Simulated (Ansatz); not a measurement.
# NiO2: the cost of one run

Method: DFT PBEsol, scalar-relativistic, plane waves, PAW, in Ansatz 0.2.0.

## Step 1: Starting point

The structure is cubic, space group Fd-3m (No. 227). The conventional cell has a = 7.861 Å, b = 7.861 Å, c = 7.861 Å, α = 90.00°, β = 90.00°, γ = 90.00°. Ni (site symmetry -3m) has 6 O at 1.86 Å in its first shell of neighbours. O (site symmetry 3m) is surrounded by 3 Ni at 1.86 Å.

Coordinates:

```xyz
12
Lattice="0.0000 3.9304 3.9304 3.9304 0.0000 3.9304 3.9304 3.9304 0.0000" Properties=species:S:1:pos:R:3 pbc="T T T"
Ni    4.9131    4.9131    4.9131
Ni    2.9478    2.9478    4.9131
Ni    2.9478    4.9131    2.9478
Ni    4.9131    2.9478    2.9478
O     6.7670    5.0244    5.0244
O     6.7670    6.7670    6.7670
O     3.0591    4.8018    4.8018
O     4.8018    4.8018    3.0591
O     3.0591    3.0591    3.0591
O     4.8018    3.0591    4.8018
O     5.0244    5.0244    6.7670
O     5.0244    6.7670    5.0244
```

It goes back to an entry of the Materials Project, which need not be the stable form.

This cell was relaxed beforehand with the same method: volume 10.12 Å³/atom, gap on the mesh 1.16 eV.

## Step 2: The reference: the undisturbed cell on the scan's mesh

Input file input.yaml:

```yaml
crystal:
  lattice:
    - [0.0, 3.9304490342, 3.9304490342]
    - [3.9304490342, 0.0, 3.9304490342]
    - [3.9304490342, 3.9304490342, 0.0]
  atoms:
    - { symbol: Ni, position: [0.625, 0.625, 0.625] }
    - { symbol: Ni, position: [0.625, 0.625, 0.125] }
    - { symbol: Ni, position: [0.625, 0.125, 0.625] }
    - { symbol: Ni, position: [0.125, 0.625, 0.625] }
    - { symbol: O, position: [0.4174801637, 0.8608399454, 0.8608399454] }
    - { symbol: O, position: [0.8608399454, 0.8608399454, 0.8608399454] }
    - { symbol: O, position: [0.8325198363, 0.3891600546, 0.3891600546] }
    - { symbol: O, position: [0.3891600546, 0.3891600546, 0.8325198363] }
    - { symbol: O, position: [0.3891600546, 0.3891600546, 0.3891600546] }
    - { symbol: O, position: [0.3891600546, 0.8325198363, 0.3891600546] }
    - { symbol: O, position: [0.8608399454, 0.8608399454, 0.4174801637] }
    - { symbol: O, position: [0.8608399454, 0.4174801637, 0.8608399454] }
basis:
  ecutwfc: 420
kpoints:
  mp_grid: { grid: [6, 6, 6] }
hamiltonian:
  xc: pbesol
scf:
  occupations: { method: gaussian, width: 0.05 }
output:
  forces: true
  stress: true
  eigenvalues: true
```

Launch:

```bash
> ansatz run input.yaml --threads 2 --pin off --max-ram 5120MiB --backend cpu --events-out ev --progress --plain --runs-dir out
```

**Question.** How long does this run take on 2 threads of Arm Neoverse V2, shared host, and how much memory does it need?

About 4.5 s, with a peak of 0.47 GiB.
